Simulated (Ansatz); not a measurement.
# SiBH₃SO: how energies converge with the basis set

Aim: see how fast density functionals converge with the basis set for SiBH₃SO.

Method: one geometry, several basis sets; program: Ansatz 0.2.0, Gaussian basis.

Plan: PBE0-D4/def2-SVP; ωB97M-V/def2-SVP; PBE0-D4/def2-QZVPP; ωB97M-V/def2-QZVPP; the functionals' def2-TZVPP values are taken from earlier runs.

### 1 The geometry

The geometry comes from an earlier relaxation with PBE0-D4/def2-TZVP; it is a stationary point, not always the lowest conformer.

SMILES `S[SiH]1BO1`, 7 atoms, charge 0, spin multiplicity 1.

Atoms are counted from 1 here; the program's logs count them from 0.

Bond lengths: S1–Si2 2.115 Å, S1–H5 1.344 Å, Si2–B3 1.894 Å, Si2–O4 1.749 Å, Si2–H6 1.478 Å, B3–O4 1.342 Å, B3–H7 1.189 Å. Angles: Si2–S1–H5 95.1°, S1–Si2–B3 123.8°, S1–Si2–O4 115.8°, S1–Si2–H6 109.9°, B3–Si2–O4 43.0°, B3–Si2–H6 125.9°, O4–Si2–H6 109.5°, Si2–B3–O4 62.7°, Si2–B3–H7 165.6°, O4–B3–H7 131.7°, Si2–O4–B3 74.2°.

### 2 PBE0-D4 in def2-SVP

Contents of in.yaml:

```yaml
crystal:
  periodic: [false, false, false]
  atoms:
    - {symbol: S, position_ang: [-2.056464, -0.135160, 0.421752]}
    - {symbol: Si, position_ang: [-0.010890, 0.369977, 0.242789]}
    - {symbol: B, position_ang: [1.385416, -0.905212, 0.139096]}
    - {symbol: O, position_ang: [0.870759, -0.461173, -1.018552]}
    - {symbol: H, position_ang: [-2.503764, 0.929448, -0.266767]}
    - {symbol: H, position_ang: [0.133570, 1.830485, 0.064435]}
    - {symbol: H, position_ang: [2.242574, -1.696364, 0.371546]}
basis:
  gaussian: {orbitals: def2-SVP}
hamiltonian: {xc: pbe0, dispersion: d4}
output: {orbitals: {seedname: orbitals}}
```

Started as:

```sh
$ ansatz run in.yaml --threads 2 --pin off --events-out ev --progress --plain --max-ram 4352MiB
```

After this run come: ωB97M-V in def2-SVP; PBE0-D4 in def2-QZVPP; ωB97M-V in def2-QZVPP.

Before running them: what should the planned runs give, taken together? Wanted: PBE0-D4: double and triple zeta above quadruple; ωB97M-V: double and triple zeta above quadruple.

The runs gave:

| quantity | value |
| --- | --- |
| PBE0-D4: double and triple zeta above quadruple | 10.65, 0.76 eV |
| ωB97M-V: double and triple zeta above quadruple | 10.66, 0.71 eV |

**Reading.** For PBE0-D4 the step from double to triple zeta gains 9.89 eV and the next only 0.76 eV. These are total energies; as a rule much of such shifts cancels in differences, which this series doesn't test. The LUMO of ωB97M-V is positive and keeps falling with the basis (1.17 to 0.58 eV): an unbound level that the basis holds in place.
